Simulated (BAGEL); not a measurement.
**GeNH2Br (SMILES [NH2][Ge][Br]) at 4 levels**

Wanted: a comparison of 4 runs (B3LYP/cc-pVDZ, PBE0/cc-pVDZ, B3LYP/6-31G*, RI-MP2/cc-pVDZ) of GeNH2Br. 

The calculation is run with BAGEL 1.2.2.

### Step 1. Starting point

GeNH2Br has 5 atoms, charge 0, and is taken as a singlet. As SMILES, `[NH2][Ge][Br]`. The shape is that of a PBE0-D4/def2-TZVP optimisation. This is one conformer, not always the lowest.

Bond lengths: N1–Ge2 1.811 Å, Ge2–Br3 2.372 Å, N1–H4 1.009 Å, N1–H5 1.009 Å. Angles: N1–Ge2–Br3 96.0°, Ge2–N1–H4 124.7°, Ge2–N1–H5 122.0°, H4–N1–H5 113.4°.

### Step 2. The energy at B3LYP/cc-pVDZ (density fitting with qzvpp-jkfit) (run 1)

File dft.json:

```json
{ "bagel": [

{
  "title": "molecule",
  "basis": "cc-pvdz.json",
  "df_basis": "qzvpp-jkfit",
  "angstrom": true,
  "geometry": [
    { "atom": "N", "xyz": [   -0.464300,    0.338200,   -0.424300 ] },
    { "atom": "Ge", "xyz": [   -0.367800,   -1.144300,    0.610500 ] },
    { "atom": "Br", "xyz": [    1.893900,   -0.845800,    1.259900 ] },
    { "atom": "H", "xyz": [    0.296200,    0.984200,   -0.573600 ] },
    { "atom": "H", "xyz": [   -1.308100,    0.594000,   -0.913900 ] }
  ]
},
{
  "title": "ks",
  "xc_func": "b3lyp"
},
{
  "title": "print",
  "file": "orbitals.molden",
  "orbitals": true
}

]}
```

The basis set cc-pVDZ is read from a file made from the Basis Set Exchange's data (not shown).

The run is started by

```bash
$ BAGEL_NUM_THREADS=1 BAGEL dft.json > dft.out
```

Standard output:

```text
* using 1 threads per process

  ===============================================================
  ===============================================================

  *** Geometry ***

  { "atom" : "N", "xyz" : [     -0.877400,      0.639105,     -0.801811 ] },
  { "atom" : "Ge", "xyz" : [     -0.695041,     -2.162414,      1.153678 ] },
  { "atom" : "Br", "xyz" : [      3.578952,     -1.598330,      2.380866 ] },
  { "atom" : "H", "xyz" : [      0.559737,      1.859868,     -1.083947 ] },
  { "atom" : "H", "xyz" : [     -2.471951,      1.122497,     -1.727021 ] },

  Number of auxiliary basis functions:      645

  Since a DF basis is specified, we compute 2- and 3-index integrals:
    o Being stored without compression. Storage requirement is 0.031 GB

  Number of basis functions:       78
  Number of electrons      :       76

    * METHOD: MOLECULE                             0.44

  *** Kohn-Sham DFT ***

    * Removing 7902 points whose weight is below 1.00e-10
    * Grid points: 66628

  === Nuclear Repulsion ===
   388.4782654345

       - DIIS with orbital gradients will be used.

  === KS iteration (b3lyp / cc-pvdz.json) ===
      0      -4681.41914330          0.06465317           0.40
      1      -4370.05895259          0.28733880           0.39
      2      -4615.15406044          0.05699018           0.39
[... 22 lines of this table left out ...]
     25      -4707.19623277          0.00000000           0.37
    * SCF iteration converged.

    * Permanent dipole moment:
           (    0.922838,    -0.473864,     0.666288) a.u.

    * METHOD: KS                                  10.29

    * METHOD: PRINT                                0.01

  ===============================================================
```

Wall time 11 s (1 thread of Arm Neoverse V2, shared host); peak memory 0.33 GiB.

### Step 3. The energy at PBE0/cc-pVDZ (density fitting with qzvpp-jkfit) (run 2)

File dft.json:

```json
{ "bagel" : [

{
  "title" : "molecule",
  "basis" : "cc-pvdz.json",
  "df_basis" : "qzvpp-jkfit",
  "angstrom" : true,
  "geometry" : [
    { "atom" : "N", "xyz" : [   -0.464300,    0.338200,   -0.424300 ] },
    { "atom" : "Ge", "xyz" : [   -0.367800,   -1.144300,    0.610500 ] },
    { "atom" : "Br", "xyz" : [    1.893900,   -0.845800,    1.259900 ] },
    { "atom" : "H", "xyz" : [    0.296200,    0.984200,   -0.573600 ] },
    { "atom" : "H", "xyz" : [   -1.308100,    0.594000,   -0.913900 ] }
  ]
},
{ "title" : "ks", "xc_func" : "pbe0" },
{ "title" : "print", "file" : "orbitals.molden", "orbitals" : true }

]}
```

The basis set cc-pVDZ is read from a file made from the Basis Set Exchange's data (not shown).

The run is started by

```bash
$ BAGEL_NUM_THREADS=1 BAGEL dft.json > dft.out
```

Standard output:

```text
* using 1 threads per process

  ===============================================================
  ===============================================================

  *** Geometry ***

  { "atom" : "N", "xyz" : [     -0.877400,      0.639105,     -0.801811 ] },
  { "atom" : "Ge", "xyz" : [     -0.695041,     -2.162414,      1.153678 ] },
  { "atom" : "Br", "xyz" : [      3.578952,     -1.598330,      2.380866 ] },
  { "atom" : "H", "xyz" : [      0.559737,      1.859868,     -1.083947 ] },
  { "atom" : "H", "xyz" : [     -2.471951,      1.122497,     -1.727021 ] },

  Number of auxiliary basis functions:      645

  Since a DF basis is specified, we compute 2- and 3-index integrals:
    o Being stored without compression. Storage requirement is 0.031 GB

  Number of basis functions:       78
  Number of electrons      :       76

    * METHOD: MOLECULE                             0.44

  *** Kohn-Sham DFT ***

    * Removing 7902 points whose weight is below 1.00e-10
    * Grid points: 66628

  === Nuclear Repulsion ===
   388.4782654345

       - DIIS with orbital gradients will be used.

  === KS iteration (pbe0 / cc-pvdz.json) ===
      0      -4680.80034313          0.06466204           0.41
      1      -4372.19123778          0.29507215           0.38
      2      -4614.63489848          0.05708326           0.39
[... 22 lines of this table left out ...]
     25      -4706.49809442          0.00000000           0.38
    * SCF iteration converged.

    * Permanent dipole moment:
           (    0.936168,    -0.489514,     0.681842) a.u.

    * METHOD: KS                                  10.13

    * METHOD: PRINT                                0.01

  ===============================================================
```

Run time: 11 s. Hardware: 1 thread of Arm Neoverse V2, shared host; peak memory 0.33 GiB.

### Step 4. The energy at B3LYP/6-31G(d) (density fitting with qzvpp-jkfit, spherical functions) (run 3)

File input.json:

```json
{ "bagel" : [

{
  "title" : "molecule",
  "basis" : "6-31gs.json",
  "df_basis" : "qzvpp-jkfit",
  "angstrom" : "true",
  "geometry" : [
    { "atom" : "N", "xyz" : [   -0.464300,    0.338200,   -0.424300 ] },
    { "atom" : "Ge", "xyz" : [   -0.367800,   -1.144300,    0.610500 ] },
    { "atom" : "Br", "xyz" : [    1.893900,   -0.845800,    1.259900 ] },
    { "atom" : "H", "xyz" : [    0.296200,    0.984200,   -0.573600 ] },
    { "atom" : "H", "xyz" : [   -1.308100,    0.594000,   -0.913900 ] }
  ]
},
{ "title" : "ks", "xc_func" : "b3lyp", "charge" : 0 },
{ "title" : "print", "file" : "orbitals.molden", "orbitals" : "true" }

]}
```

The basis set 6-31G* is read from a file made from the Basis Set Exchange's data (not shown).

The run is started by

```bash
$ BAGEL_NUM_THREADS=1 BAGEL input.json > input.out
```

Standard output:

```text
* using 1 threads per process

  ===============================================================
  ===============================================================

  *** Geometry ***

  { "atom" : "N", "xyz" : [     -0.877400,      0.639105,     -0.801811 ] },
  { "atom" : "Ge", "xyz" : [     -0.695041,     -2.162414,      1.153678 ] },
  { "atom" : "Br", "xyz" : [      3.578952,     -1.598330,      2.380866 ] },
  { "atom" : "H", "xyz" : [      0.559737,      1.859868,     -1.083947 ] },
  { "atom" : "H", "xyz" : [     -2.471951,      1.122497,     -1.727021 ] },

  Number of auxiliary basis functions:      645

  Since a DF basis is specified, we compute 2- and 3-index integrals:
    o Being stored without compression. Storage requirement is 0.035 GB

  Number of basis functions:       82
  Number of electrons      :       76

    * METHOD: MOLECULE                             0.47

  *** Kohn-Sham DFT ***

    * Removing 7902 points whose weight is below 1.00e-10
    * Grid points: 66628

  === Nuclear Repulsion ===
   388.4782654345

       - DIIS with orbital gradients will be used.

  === KS iteration (b3lyp / 6-31gs.json) ===
      0      -4582.63931865          0.15759262           0.44
      1      -4179.76513337          0.46122040           0.43
      2      -4529.74115303          0.19621457           0.42
[... 16 lines of this table left out ...]
     19      -4706.65562931          0.00000001           0.41
    * SCF iteration converged.

    * Permanent dipole moment:
           (    0.975109,    -0.517812,     0.715555) a.u.

    * METHOD: KS                                   8.49

    * METHOD: PRINT                                0.01

  ===============================================================
```

Run time: 9.3 s. Hardware: 1 thread of Arm Neoverse V2, shared host; peak memory 0.34 GiB.

### Step 5. The energy at RI-MP2/cc-pVDZ (density fitting with qzvpp-jkfit) (run 4)

File input.json:

```json
{ "bagel": [

{
  "title": "molecule",
  "basis": "cc-pvdz.json",
  "df_basis": "qzvpp-jkfit",
  "angstrom": true,
  "geometry": [
    { "atom": "N", "xyz": [      -0.464300,       0.338200,      -0.424300 ] },
    { "atom": "Ge", "xyz": [      -0.367800,      -1.144300,       0.610500 ] },
    { "atom": "Br", "xyz": [       1.893900,      -0.845800,       1.259900 ] },
    { "atom": "H", "xyz": [       0.296200,       0.984200,      -0.573600 ] },
    { "atom": "H", "xyz": [      -1.308100,       0.594000,      -0.913900 ] }
  ]
},

{ "title": "hf" },

{ "title": "mp2", "ncore": 19 }

]}
```

The basis set cc-pVDZ is read from a file made from the Basis Set Exchange's data (not shown).

The run is started by

```bash
$ BAGEL_NUM_THREADS=1 BAGEL input.json > input.out
```

Standard output:

```text
* using 1 threads per process

  ===============================================================
  ===============================================================

  *** Geometry ***

[... 29 lines left out ...]
    * SCF iteration converged.
[... 1 line left out ...]
    * Permanent dipole moment:
[... 2 lines left out ...]
    * METHOD: HF                                   2.78

  *** RHF ***

  === Nuclear Repulsion ===
   388.4782654345

      * DIIS with orbital gradients will be used.

  === RHF iteration (cc-pvdz.json) ===
      0      -4703.40122700          0.00000000           0.17
    * SCF iteration converged.

    * Permanent dipole moment:
           (    1.039062,    -0.397469,     0.658543) a.u.

  === DF-MP2 calculation ===

    * freezing 19 orbitals
    * 3-index integral transformation done
    * assembly done

      MP2 correlation energy:   -0.3945932229      0.06

      MP2 total energy:       -4703.7958202260

    * METHOD: MP2                                  0.41

  ===============================================================
```

Wall time 3.9 s (1 thread of Arm Neoverse V2, shared host); peak memory 0.16 GiB.

### Step 6. The series

```tsv
run	level	frozen core orbitals	energy (Eh)	dipole moment (D)	HOMO energy (eV)	LUMO energy (eV)	wall time
1	B3LYP/cc-pVDZ (density fitting with qzvpp-jkfit)	–	-4707.196233	3.13	-7.02	-1.92	11 s
2	PBE0/cc-pVDZ (density fitting with qzvpp-jkfit)	–	-4706.498094	3.20	-7.27	-1.76	11 s
3	B3LYP/6-31G* (density fitting with qzvpp-jkfit, spherical functions)	–	-4706.655629	3.34	-7.12	-2.00	9.3 s
4	RI-MP2/cc-pVDZ (density fitting with qzvpp-jkfit)	19	-4703.795820	–	–	–	3.9 s
```

### Step 7. Results

| quantity | value |
| --- | --- |
| run 4: total energy | -4703.79582 Eh |
| run 4: correlation energy (19 core orbitals frozen) | -394.6 mEh |

What this shows: Over runs 1, 2, 3 the dipole moment (its size) runs from 3.13 D (B3LYP/cc-pVDZ) to 3.34 D (B3LYP/6-31G*). Over runs 1, 2, 3 the HOMO–LUMO gap runs from 5.11 eV (B3LYP/cc-pVDZ) to 5.51 eV (PBE0/cc-pVDZ). Totals of different functionals can't be ranked against each other. All runs together took 35 s, the longest 11 s.
